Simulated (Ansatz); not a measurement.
# Rb3HgO2: the cost of one run

Computed with Ansatz 0.2.0 (DFT PBE, scalar-relativistic, plane waves, PAW, unless a step's input says otherwise).

## 1. Starting point

Symmetry: P6/mmm, No. 191, hexagonal system. Conventional cell: a = 6.405 Å, b = 6.405 Å, c = 4.814 Å, α = 90.00°, β = 90.00°, γ = 120.00°. Rb (site symmetry mmm) is surrounded by 4 O at 3.04 Å and 4 Rb at 3.20 Å. Around Hg (site symmetry 6/mmm) lie 6 O at 3.70 Å and 12 Rb at 4.01 Å. O (site symmetry -6m2) has 6 Rb at 3.04 Å and 3 Hg at 3.70 Å as nearest neighbours.

Coordinates:

```
CELL_PARAMETERS angstrom
6.40531 0.00000 0.00000
-3.20265 5.54716 0.00000
0.00000 0.00000 4.81362
ATOMIC_POSITIONS crystal
Rb 0.50000 0.00000 0.50000
Rb 0.00000 0.50000 0.50000
Rb 0.50000 0.50000 0.50000
Hg 0.00000 0.00000 0.00000
O 0.33333 0.66667 0.00000
O 0.66667 0.33333 0.00000
```

The cell is invented: species swapped into a database cell of CeZn2Ni3 (P6/mmm, No. 191), with Hg on the Ce sites, O on the Zn sites and Rb on the Ni sites. The dimensions are guesses.

## 2. Probe: one point on a coarse mesh

Input file input.yaml:

```yaml
crystal:
  lattice:
    - [6.40530942, 0.0, 0.0]
    - [-3.20265471, 5.54716067, 0.0]
    - [0.0, 0.0, 4.81362437]
  atoms:
    - { symbol: Rb, position: [0.5, 0.0, 0.5] }
    - { symbol: Rb, position: [0.0, 0.5, 0.5] }
    - { symbol: Rb, position: [0.5, 0.5, 0.5] }
    - { symbol: Hg, position: [0.0, 0.0, 0.0] }
    - { symbol: O, position: [0.33333333, 0.66666667, 0.0] }
    - { symbol: O, position: [0.66666667, 0.33333333, 0.0] }
basis:
  ecutwfc: 420
kpoints:
  mp_grid: { grid: [3, 3, 4] }
hamiltonian:
  xc: pbe
scf:
  occupations: { method: gaussian, width: 0.1 }
  lower_state_search: "off"
output:
  forces: true
  stress: true
  eigenvalues: true
```

Started as:

```bash
> ansatz run input.yaml --threads 1 --pin off --max-ram 2048MiB --backend cpu --events-out ev --progress --plain --runs-dir out
```

**Question.** How long does this run take on 1 thread of Arm Neoverse V2, shared host, and how much memory does it need?

About 2.7 s, with a peak of 0.4 GiB.
